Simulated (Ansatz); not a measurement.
Task: energies of removing a hydrogen of C2H6OS, SMILES CS(C)=O, with the Ansatz DFT code, driven from Python. Give the script and its output. Settings (for the species named): r2SCAN, def2-TZVPP basis, multiplicity 1.

```xyz
10

C    -0.5013    0.9741   -0.6998
S     0.3445   -0.5494   -0.8362
C     0.6523   -0.7015    0.9214
O    -0.5715   -1.5982   -1.2046
H    -0.8925    1.2951   -1.7266
H    -1.4114    0.9197   -0.0509
H     0.1451    1.7953   -0.3231
H    -0.2150   -0.6936    1.4878
H     1.3141    0.1480    1.3047
H     1.2189   -1.6407    1.1303
```

Script `run_bde.py`:
```python
"""X-H bond energies of C2H6OS without relaxation."""

from dataclasses import dataclass

import ansatz as az


@dataclass(frozen=True)
class Options:
    basis: str = "def2-TZVPP"
    xc: str = "r2SCAN"


opts = Options()


def total_energy(molecule, charge=0, unpaired=0):
    calc = (
        molecule.calculation()
        .basis(gaussian=opts.basis)
        .functional(opts.xc)
        .accuracy("medium")  # preset for grids and thresholds
    )
    if charge:
        calc = calc.charge(charge)
    if unpaired:
        calc = calc.spin("collinear", total=unpaired)
    return calc.run(threads=1, backend="cpu").report["free_energy_ev"]

def without(molecule, index):
    rest = az.Crystal.molecule()
    for i, site in enumerate(molecule.cartesian_sites):
        if i != index:
            rest = rest.atom(site.symbol, site.position_ang)
    return rest


def main() -> None:
    mol = (
        az.Crystal.molecule()
        .atom("C", (-0.5013, 0.9741, -0.6998))
        .atom("S", (0.3445, -0.5494, -0.8362))
        .atom("C", (0.6523, -0.7015, 0.9214))
        .atom("O", (-0.5715, -1.5982, -1.2046))
        .atom("H", (-0.8925, 1.2951, -1.7266))
        .atom("H", (-1.4114, 0.9197, -0.0509))
        .atom("H", (0.1451, 1.7953, -0.3231))
        .atom("H", (-0.215, -0.6936, 1.4878))
        .atom("H", (1.3141, 0.148, 1.3047))
        .atom("H", (1.2189, -1.6407, 1.1303))
    )

    whole = total_energy(mol, 0)
    hydrogen = total_energy(az.Crystal.molecule().atom("H", (0, 0, 0)), 0, 1)
    print(f"E(molecule) = {whole:.5f} eV, E(H) = {hydrogen:.5f} eV")
    for index in [9]:
        radical = total_energy(without(mol, index), 0, 1)
        print(f"H{index}: homolysis {23.060548 * (radical + hydrogen - whole):.1f} kcal/mol")


if __name__ == "__main__":
    main()
```

`python run_bde.py` gives:
```text
E(molecule) = -15052.40040 eV, E(H) = -13.60370 eV
H9: homolysis 112.0 kcal/mol
```

The settings weren't tested for convergence. The geometry is a force-field or estimated start, not a minimum of this method, and the basis set is short of its limit. All parts are taken at fixed geometry, without zero-point energy. Run time: 24 s on 1 thread of Arm Neoverse V2, with other jobs on the host, peak memory 0.38 GiB.
